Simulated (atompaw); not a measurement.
**Pseudopotential generation for Sn: PAW (atompaw), PBE**

Task: generate the file, and judge it by its logarithmic derivatives, its ghosts and its cutoff.

Method: atompaw 4.2.0.5, PBE, scalar-relativistic.

### 1 The atom and the settings

The settings as typed:

| Quantity | Value |
| --- | --- |
| element | tin (Sn, Z = 50) |
| type | PAW |
| frozen core | [Ar] 3d10 |
| valence charge | 22 |
| reference configuration | 4s2 4p6 4d10 5s2 5p2 |
| partial waves | 4s (bound); 5s (bound); 4p (bound); 5p (bound); 4d (bound); 4d channel at -1.55 Ry |
| local potential | bessel scheme, radius 1.30 bohr |
| core correction | smooth core density matched at 1.80 bohr |
| augmentation charge | besselshape compensation charge, radius 1.60 bohr; PAW radius 1.85 bohr; waves and projectors: bloechl |

An earlier all-electron run gives the scale for the radii.

All-electron outer shells of the reference configuration (PBE, scalar-relativistic, ld1.x):

```tsv
shell	level (eV)	outermost node (bohr)	outermost maximum (bohr)
3p	-698.81	0.14	0.30
3d	-473.43	–	0.25
4s	-133.93	0.40	0.74
4p	-89.70	0.41	0.79
4d	-25.84	0.39	0.88
5s	-10.55	0.98	2.01
5p	-3.69	1.09	2.55
```

### 2 Generating the potential

Sn.input reads:

```
Sn 50
GGA-PBE scalarrelativistic loggrid 1500 logderivrange -12 5 426
5 5 4 0 0 0
5 1 2
0 0 0
c
c
c
v
v
c
c
v
v
c
v
2
1.85 1.60 1.30 1.80
n
n
y
-1.55
n
bloechl besselshape
bessel
PWSCFOUT
UPFDX 0.0125d0 UPFXMIN -7.d0 UPFZMESH 50.d0
END
```

The run is started by

```sh
$ atompaw < Sn.input > Sn.log
```

**Question.** What will these runs give? Wanted: cutoffs for 10 and 1 mRy, occupied levels; bound ghosts; largest phase difference near zero energy, channels read; lowest eigenvalue of the overlap; share of valence orbitals outside the PAW sphere; UPF file.

As calculated:

| quantity | value |
| --- | --- |
| cutoffs for 10 and 1 mRy, occupied levels | 55 Ry and 70 Ry |
| bound ghosts | none found |
| largest phase difference near zero energy, channels read | 0.072 rad |
| lowest eigenvalue of the overlap (Bessel basis) | 0.005 (d) |
| share of valence orbitals outside the PAW sphere | 4s 0 %, 5s 73 %, 4p 1 %, 5p 89 %, 4d 7 % |
| UPF file | written |

What this shows: The overlap operator is nearly singular (0.005). By its cutoff, 55 Ry for the looser tolerance, it is of middling hardness. No bound ghost shows below the valence levels. Near zero energy the largest phase difference among the channels read is 0.07 rad, in the d channel (at the energies tabulated). The pseudo curves have a pole with no partner nearby in the atom's: d at 1.79 Ry. At positive energy that is a spurious or a displaced resonance. All of this concerns the isolated atom, not yet a solid.
